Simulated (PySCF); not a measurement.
# CH8AsGaS: the cost of one run

Programs: PySCF 2.14.0, with density-fitted response routines of our own. Each step states its level of theory. These are calculated values for one molecule in the gas phase, unless marked as measured. Atoms count from 0, in the outputs and in this text.

## 1. The molecule as given

12 atoms, charge 0, multiplicity 1; geometry from: GFN2-xTB. The atoms were then displaced at random by about 0.01 Å, so the start is not that level's minimum.

Bonds of the start (Å): C0–S1 1.82, S1–Ga2 2.20, Ga2–As3 2.90, C0–H4 1.11, C0–H5 1.08, C0–H6 1.11, Ga2–H7 1.58, Ga2–H8 1.62, As3–H9 1.50, As3–H10 1.47, As3–H11 1.46.

## 2. Relaxing the molecule at PBE0-D3(BJ)/def2-SVP

What the job is given:

```
{"job": {"xc": "PBE0", "basis": "def2-SVP", "d3": "d3bj", "grid": 1, "shake": 0.01, "kind": "geom"}, "charge": 0, "multiplicity": 1}
C     -1.999520     0.338540     0.364090
S     -1.921550    -1.388200    -0.213790
Ga     0.179250    -1.655800     0.392920
As     1.591640     0.642540    -0.673900
H     -3.062780     0.552300     0.588260
H     -1.401900     0.521050     1.244380
H     -1.687360     1.022090    -0.446570
H      1.182800    -2.723850    -0.195380
H      0.618440    -0.949730     1.778130
H      1.501930     1.740370     0.346530
H      2.102410     1.584470    -1.683690
H      2.936320     0.287970    -0.215850
```

The run is started by

```
OMP_NUM_THREADS=1 python probes_run.py task.json out
```

One launch serves the whole session: the jobs run in the order shown.

Q: Estimate the wall time and peak memory of this first job on 1 thread of AMD EPYC 7R43, shared host.

About 3.5 min, with a peak of 0.55 GiB.
